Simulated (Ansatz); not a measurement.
# AlGa: the cost of one run

Method: DFT PBE, scalar-relativistic, plane waves, PAW, in Ansatz 0.2.0.

2 further runs of the same task are left out: 1 that didn't finish, 1 set aside as unsound or not needed.

**1. The structure to begin with**

The structure is cubic, space group Fd-3m (No. 227). Conventional cell: a = 6.450 Å, b = 6.450 Å, c = 6.450 Å, α = 90.00°, β = 90.00°, γ = 90.00°. Al (site symmetry -43m) is surrounded by 4 Al at 2.79 Å and 4 Ga at 2.79 Å. Ga (site symmetry -43m) has 4 Ga at 2.79 Å and 4 Al at 2.79 Å as nearest neighbours.

As a file:

```cif
data_structure
_symmetry_space_group_name_H-M 'Fd-3m:1'
_symmetry_Int_Tables_number 227
_cell_length_a 6.4496
_cell_length_b 6.4496
_cell_length_c 6.4496
_cell_angle_alpha 90.000
_cell_angle_beta 90.000
_cell_angle_gamma 90.000
_cell_volume 268.29
loop_
_atom_site_label
_atom_site_type_symbol
_atom_site_symmetry_multiplicity
_atom_site_Wyckoff_symbol
_atom_site_fract_x
_atom_site_fract_y
_atom_site_fract_z
_atom_site_occupancy
Al1 Al 8 b 0.00000 0.00000 0.50000 1
Ga1 Ga 8 a 0.50000 0.00000 0.50000 1
```

The cell is invented: species swapped into a database cell of LiGa (Fd-3m, No. 227), with Al on the Li sites. Lengths come from tabulated atomic sizes and are only a guess.

**2. A first look at the guess**

The input, input.yaml:

```yaml
crystal:
  lattice:
    - [0.0, 3.22482405, 3.22482405]
    - [3.22482405, 0.0, 3.22482405]
    - [3.22482405, 3.22482405, 0.0]
  atoms:
    - { symbol: Al, position: [0.0, 0.0, 0.0] }
    - { symbol: Al, position: [0.25, 0.25, 0.25] }
    - { symbol: Ga, position: [0.5, 0.5, 0.5] }
    - { symbol: Ga, position: [0.75, 0.75, 0.75] }
basis:
  ecutwfc: 420
kpoints:
  mp_grid: { grid: [6, 6, 6] }
hamiltonian:
  xc: pbe
scf:
  occupations: { method: gaussian, width: 0.1 }
  lower_state_search: "off"
output:
  forces: true
  stress: true
  eigenvalues: true
```

Command:

```bash
ansatz run input.yaml --threads 1 --pin off --max-ram 2560MiB --backend cpu --events-out ev --progress --plain --runs-dir out
```

Q: Estimate wall time and peak memory on 1 thread of Intel Xeon Platinum 8259CL at 2.50GHz (Skylake/Cascade Lake), shared host.

About 1.7 s, with a peak of 0.38 GiB.
